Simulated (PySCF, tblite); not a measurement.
# C₇H₁₄F₂Si: geometry, infrared bands and NMR shifts

What infrared bands and NMR shifts should C₇H₁₄F₂Si (`CC(C)(C)[C@H]([SiH3])/C(F)=C/F`) show?

Programs: tblite 0.8.0 and PySCF 2.14.0, with density-fitted response routines of our own. Each step states its level of theory. These are calculated values for one molecule in the gas phase, unless marked as measured. Atoms are numbered from 0 throughout.

## Step 1: The starting structure

24 atoms, charge 0, multiplicity 1; geometry from: force field or distance geometry start.

Bonds of the start (Å): C0–C1 1.52, C1–C2 1.52, C1–C3 1.50, C1–C4 1.50, C4–Si5 1.85, C4–C6 1.49, C6–F7 1.36, C6–C8 1.34, C8–F9 1.36, C0–H10 1.12, C0–H11 1.11, C0–H12 1.10, C2–H13 1.11, C2–H14 1.11, C2–H15 1.11, C3–H16 1.09, C3–H17 1.13, C3–H18 1.11, C4–H19 1.13, Si5–H20 1.49, Si5–H21 1.45, Si5–H22 1.46, C8–H23 1.09.

## Step 2: Relaxing the molecule with GFN2-xTB

The job: settings as JSON, then the geometry in Å.

```
{"job": {"kind": "relax", "xc": "GFN2-xTB", "basis": "xTB"}, "charge": 0, "multiplicity": 1}
C     -0.818900    -1.704800    -0.179000
C     -0.774300    -0.199800     0.035100
C     -1.559500     0.126800     1.295400
C     -1.442600     0.447000    -1.140700
C      0.644400     0.208000     0.291900
Si     0.904400     2.019200     0.576100
C      1.579300    -0.270100    -0.763500
F      1.462800     0.065300    -2.071600
C      2.586100    -1.071300    -0.400000
F      3.481100    -1.557900    -1.297500
H     -1.912200    -1.969000    -0.159900
H     -0.506900    -1.872100    -1.229600
H     -0.237900    -2.278300     0.553200
H     -2.415100    -0.572400     1.353700
H     -0.878000     0.009400     2.162700
H     -1.944900     1.167400     1.305900
H     -0.806500     0.494900    -2.018600
H     -2.308200    -0.226800    -1.398500
H     -1.904000     1.419300    -0.874400
H      0.961600    -0.295300     1.251100
H      2.042000     2.121000     1.539900
H      1.372500     2.665200    -0.640300
H     -0.261000     2.671300     1.178200
H      2.723900    -1.377300     0.638000
```

Started as:

```bash
> OMP_NUM_THREADS=1 python probes_run.py task.json out
```

One launch serves the whole session: the jobs run in the order shown.

**Question.** This job is followed by: GFN2-xTB harmonic vibrations, gas phase; GIAO PBE0/pcSseg-1 NMR shielding, non-relativistic, gas phase. What will the session give for the following? strongest single infrared mode (GFN2-xTB); zero-point energy (GFN2-xTB); ¹³C shifts against TMS (PBE0/pcSseg-1, means over atoms taken as alike); ¹H shifts against TMS (PBE0/pcSseg-1, means over atoms taken as alike); ²⁹Si shifts against TMS (PBE0/pcSseg-1); ¹⁹F shifts against CFCl3 (PBE0/pcSseg-1).

The runs gave:

| quantity | value |
| --- | --- |
| strongest single infrared mode (GFN2-xTB) | 800 cm⁻¹, 384 km/mol |
| zero-point energy (GFN2-xTB) | 118.6 kcal/mol |
| ¹³C shifts against TMS (PBE0/pcSseg-1, means over atoms taken as alike) | 160.9, 142.5, 39.0, 33.8, 32.1 ppm |
| ¹H shifts against TMS (PBE0/pcSseg-1, means over atoms taken as alike) | 6.42, 4.07, 1.31, 1.13 ppm |
| ²⁹Si shifts against TMS (PBE0/pcSseg-1) | -73.7 ppm |
| ¹⁹F shifts against CFCl3 (PBE0/pcSseg-1) | -140.8, -165.3 ppm |

**Reading.** Over 87 steps the energy fell by 0.666 eV; of the close pairs, C4–Si5 changed most, 1.852 to 1.927 Å. All 66 modes are real, so the xTB geometry is a minimum. The strongest single mode, at 800 cm⁻¹, moves mainly H22 and H20. Unscaled tight-binding wavenumbers are off by several per cent, some by more. Its intensities can rank the bands wrongly. H23 (hydrogen on an alkene CH) lies farthest downfield among hydrogen, at 6.42 ppm; olefinic region. At PBE0/pcSseg-1: Shielding is most anisotropic at F7 (span 196 ppm, paramagnetic term -165 ppm).
